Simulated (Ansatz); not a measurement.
# ClH3OZn: the cost of one run

Program: Ansatz 0.2.0. Level of theory: RKS PBE-D4/def2-SVP. These are calculated values, not measurements.

## Step 1: The starting structure

Bond lengths: Zn1–Cl2 2.590 Å, Zn1–O3 1.790 Å, O3–H4 1.010 Å. Angles: Cl2–Zn1–O3 180.0°, Zn1–O3–H4 109.5°.

Structure file:

```xyz
6

Zn    0.0000    0.0000    0.0000
Cl    0.0000    0.0000    2.5900
O     0.0000    0.0000   -1.7900
H     0.2547   -0.9174   -2.1271
H    -1.7461   -0.3167    0.5897
H    -1.4860   -0.2695    1.5637
```

## Step 2: A restrained relaxation towards end A

Springs on the bonds that form and break draw the guess towards this end; the thresholds are loose.

The input, input.yaml:

```yaml
crystal:
  periodic: [false, false, false]
  atoms:
    - { symbol: Zn, position_ang: [0.0, 0.0, 0.0] }
    - { symbol: Cl, position_ang: [0.0, 0.0, 2.59] }
    - { symbol: O, position_ang: [0.0, 0.0, -1.79] }
    - { symbol: H, position_ang: [0.2547, -0.9174, -2.1271] }
    - { symbol: H, position_ang: [-1.7461, -0.3167, 0.5897] }
    - { symbol: H, position_ang: [-1.486, -0.2695, 1.5637] }
basis:
  gaussian: { orbitals: def2-SVP }
hamiltonian:
  xc: pbe
  dispersion: d4
relax:
  f_tol: 0.15
  max_steps: 25
  restrain:
    - { distance: [0, 4], at: 2.77, k: 30.0 }
    - { distance: [5, 1], at: 2.57, k: 30.0 }
    - { distance: [0, 1], at: 2.24, k: 30.0 }
    - { distance: [5, 4], at: 0.66, k: 30.0 }
```

Run with:

```sh
$ ansatz run input.yaml --threads 2 --pin off --max-ram 3072MiB --backend cpu --events-out ev --progress --plain --runs-dir out
```

What time and memory should one allow on 2 threads of Intel Xeon at 2.60GHz (Ice Lake), shared host?

About 8.1 s, with a peak of 0.16 GiB.
